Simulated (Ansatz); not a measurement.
# C₂H₇FSSi: a ladder of functionals and wavefunction methods

One table from this session's results is given with a row withheld; the runs are named, their logs left out.

Computed with Ansatz 0.2.0, Gaussian basis. Level: functionals in def2-TZVPP, the program's frozen cores in correlated methods.

Plan: PBE-D4, r2SCAN-D4, PBE0-D4, B3LYP-D4, ωB97X-V, ωB97M-V, B2PLYP; CCSD(T)/def2-TZVPP; MP2/def2-QZVPP; extrapolation to the limit.

## Structure used throughout

All runs share one geometry, relaxed beforehand with PBE0-D4 in a triple-zeta def2 set.

SMILES `CC(F)S[SiH3]`, 12 atoms, charge 0, spin multiplicity 1.

Atoms are counted from 1 here; the program's logs count them from 0.

Bond lengths: C1–C2 1.504 Å, C1–H6 1.091 Å, C1–H7 1.093 Å, C1–H8 1.090 Å, C2–F3 1.381 Å, C2–S4 1.823 Å, C2–H9 1.094 Å, S4–Si5 2.137 Å, Si5–H10 1.482 Å, Si5–H11 1.486 Å, Si5–H12 1.483 Å. Angles: C2–C1–H6 111.0°, C2–C1–H7 109.5°, C2–C1–H8 109.9°, H6–C1–H7 108.8°, H6–C1–H8 108.6°, H7–C1–H8 109.0°, C1–C2–F3 109.1°, C1–C2–S4 114.5°, C1–C2–H9 111.3°, F3–C2–S4 110.5°, F3–C2–H9 107.2°, S4–C2–H9 104.0°, C2–S4–Si5 101.9°, S4–Si5–H10 112.1°, S4–Si5–H11 112.3°, S4–Si5–H12 103.4°, H10–Si5–H11 109.1°, H10–Si5–H12 110.1° and more.

The first run:

Contents of in.yaml:

```yaml
crystal:
  periodic: [false, false, false]
  atoms:
    - {symbol: C, position_ang: [-1.155889, -0.432252, 1.064339]}
    - {symbol: C, position_ang: [0.157810, -1.033272, 0.645383]}
    - {symbol: F, position_ang: [1.180396, -0.407217, 1.329826]}
    - {symbol: S, position_ang: [0.471248, -0.987824, -1.149525]}
    - {symbol: Si, position_ang: [0.852506, 1.089610, -1.477450]}
    - {symbol: H, position_ang: [-1.207656, 0.622834, 0.792670]}
    - {symbol: H, position_ang: [-1.268592, -0.522146, 2.147338]}
    - {symbol: H, position_ang: [-1.977559, -0.957752, 0.577095]}
    - {symbol: H, position_ang: [0.205330, -2.096687, 0.896262]}
    - {symbol: H, position_ang: [2.100952, 1.538894, -0.817038]}
    - {symbol: H, position_ang: [-0.273206, 1.946893, -1.023955]}
    - {symbol: H, position_ang: [0.991758, 1.183818, -2.950946]}
basis:
  gaussian: {orbitals: def2-TZVPP}
hamiltonian: {xc: pbe, dispersion: d4}
output: {forces: true, orbitals: {seedname: orbitals}}
```

Started as:

```bash
$ ansatz run in.yaml --threads 4 --pin off --events-out ev --progress --plain --max-ram 10444MiB
```

Steps of the session up to this table: PBE-D4 (GGA); r2SCAN-D4 (meta-GGA); PBE0-D4 (hybrid); B3LYP-D4 (hybrid); ωB97X-V (range-separated); ωB97M-V (range-separated); B2PLYP (double hybrid); CCSD(T) in def2-TZVPP; MP2 in def2-QZVPP.

One of the session's tables, all rows but one given; the rest of the session is left out.

| method | atomisation energy (kJ/mol) |
| --- | --- |
| PBE-D4 | 4256.9 |
| r2SCAN-D4 | 4208.6 |
| PBE0-D4 | 4197.3 |
| B3LYP-D4 | 4188.1 |
| ωB97X-V | 4219.4 |
| ωB97M-V | 4212.7 |
| B2PLYP | 4138.4 |
| HF/def2-TZVPP | ? |
| MP2/def2-TZVPP | 4132.8 |
| CCSD/def2-TZVPP | 4030.3 |
| CCSD(T)/def2-TZVPP | 4088.4 |
| MP2/CBS | 4242.6 |
| CCSD(T)/CBS | 4198.2 |

**Question.** Estimate the row for HF/def2-TZVPP.

The run gave: atomisation energy (kJ/mol): 3090.4. In the column «atomisation energy (kJ/mol)» it is the lowest.

Limits of these values: Free atoms (2 C, 1 F, 1 S, 1 Si, 7 H) were run apart at each level; the atomisation energy is their sum less the molecule, without zero-point or spin-orbit terms.
